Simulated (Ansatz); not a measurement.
**CH5AlBClO: a ladder of functionals and wavefunction methods**

An exercise on one series of results from a longer session: the logs are not shown, and one member is left open.

The runs use Ansatz 0.2.0, Gaussian basis; functionals in def2-TZVPP, the program's frozen cores in correlated methods.

Plan: LDA (SPW92), PBE-D4, revPBE-D4, BLYP-D4, r2SCAN-D4, B97M-V, PBE0-D4, B3LYP-D4, r2SCANh-D4, r2SCAN0-D4, HSE06-D4, BHLYP-D4, CAM-B3LYP-D4, LC-ωPBE, ωB97X-V, ωB97M-V, B2PLYP, PBE-QIDH; CCSD(T)/def2-SVP; CCSD(T)/def2-TZVPP; MP2/def2-QZVPP; extrapolation to the limit; RPA on PBE.

## Structure used throughout

An earlier PBE0-D4 in a triple-zeta def2 set relaxation fixed the geometry.

SMILES `B[CH2][Al]([OH])[Cl]`, 10 atoms, charge 0, spin multiplicity 1.

Atoms are counted from 1 here; the program's logs count them from 0.

Bond lengths: B1–C2 1.515 Å, B1–H6 1.199 Å, B1–H7 1.199 Å, C2–Al3 1.956 Å, C2–H8 1.094 Å, C2–H9 1.094 Å, Al3–O4 1.683 Å, Al3–Cl5 2.094 Å, O4–H10 0.956 Å. Angles: C2–B1–H6 120.6°, C2–B1–H7 120.5°, H6–B1–H7 118.8°, B1–C2–Al3 102.2°, B1–C2–H8 116.9°, B1–C2–H9 117.0°, Al3–C2–H8 102.4°, Al3–C2–H9 102.0°, H8–C2–H9 113.0°, C2–Al3–O4 118.9°, C2–Al3–Cl5 120.9°, O4–Al3–Cl5 120.1°, Al3–O4–H10 124.0°.

Coordinates:

```xyz
10
CH5AlBClO
B    -0.2291    0.8488    1.4271
C    -1.0155    0.1675    0.3257
Al    0.3887   -0.3101   -0.9500
O     1.1169   -1.8230   -0.8298
Cl    0.9137    0.9861   -2.5084
H     0.2424    0.2093    2.3246
H     0.0099    2.0225    1.3670
H    -1.6741    0.7999   -0.2769
H    -1.4538   -0.8076    0.5578
H     1.7842   -2.1444   -1.4341
```

Set-up of the first run:

Contents of in.yaml:

```yaml
crystal:
  periodic: [false, false, false]
  atoms:
    - {symbol: B, position_ang: [-0.229093, 0.848792, 1.427074]}
    - {symbol: C, position_ang: [-1.015507, 0.167507, 0.325725]}
    - {symbol: Al, position_ang: [0.388705, -0.310126, -0.949975]}
    - {symbol: O, position_ang: [1.116859, -1.823006, -0.829843]}
    - {symbol: Cl, position_ang: [0.913730, 0.986069, -2.508385]}
    - {symbol: H, position_ang: [0.242373, 0.209260, 2.324647]}
    - {symbol: H, position_ang: [0.009879, 2.022511, 1.366991]}
    - {symbol: H, position_ang: [-1.674129, 0.799923, -0.276950]}
    - {symbol: H, position_ang: [-1.453838, -0.807648, 0.557753]}
    - {symbol: H, position_ang: [1.784221, -2.144383, -1.434138]}
basis:
  gaussian: {orbitals: def2-TZVPP}
hamiltonian: {xc: lda}
output: {orbitals: {seedname: orbitals}}
```

Run with:

```console
$ ansatz run in.yaml --threads 4 --pin off --events-out ev --progress --plain --max-ram 10444MiB
```

Steps of the session up to this table: LDA; PBE-D4 (GGA); revPBE-D4 (GGA); BLYP-D4 (GGA); r2SCAN-D4 (meta-GGA); B97M-V (meta-GGA); PBE0-D4 (hybrid); B3LYP-D4 (hybrid); r2SCANh-D4 (hybrid); r2SCAN0-D4 (hybrid); HSE06-D4 (hybrid); BHLYP-D4 (hybrid); CAM-B3LYP-D4 (range-separated); LC-ωPBE (range-separated); ωB97X-V (range-separated); ωB97M-V (range-separated); B2PLYP (double hybrid); PBE-QIDH (double hybrid).

One table of the session follows, with a row left open; its other results are not shown here.

It belongs to the step «Orbital energies across the functionals». 

| functional | HOMO (eV) | LUMO (eV) | gap (eV) |
| --- | --- | --- | --- |
| LDA (SPW92) | ? | ? | ? |
| PBE-D4 | -7.57 | -2.47 | 5.10 |
| revPBE-D4 | -7.51 | -2.36 | 5.16 |
| BLYP-D4 | -7.41 | -2.30 | 5.11 |
| r2SCAN-D4 | -7.85 | -2.16 | 5.69 |
| B97M-V | -7.94 | -2.22 | 5.72 |
| PBE0-D4 | -8.85 | -1.59 | 7.26 |
| B3LYP-D4 | -8.59 | -1.77 | 6.82 |
| r2SCANh-D4 | -8.32 | -1.86 | 6.46 |
| r2SCAN0-D4 | -9.02 | -1.41 | 7.61 |
| HSE06-D4 | -8.45 | -1.97 | 6.48 |
| BHLYP-D4 | -9.94 | -0.63 | 9.30 |
| CAM-B3LYP-D4 | -10.18 | -0.53 | 9.65 |
| LC-ωPBE | -11.57 | 0.59 | 12.17 |
| ωB97X-V | -11.19 | 0.50 | 11.68 |
| ωB97M-V | -11.05 | 0.26 | 11.31 |

Estimate the missing values for LDA (SPW92).

The run gave: HOMO (eV): -7.62; LUMO (eV): -2.75; gap (eV): 4.87. In the column «HOMO (eV)» it lies between r2SCAN-D4 (-7.85) and PBE-D4 (-7.57).
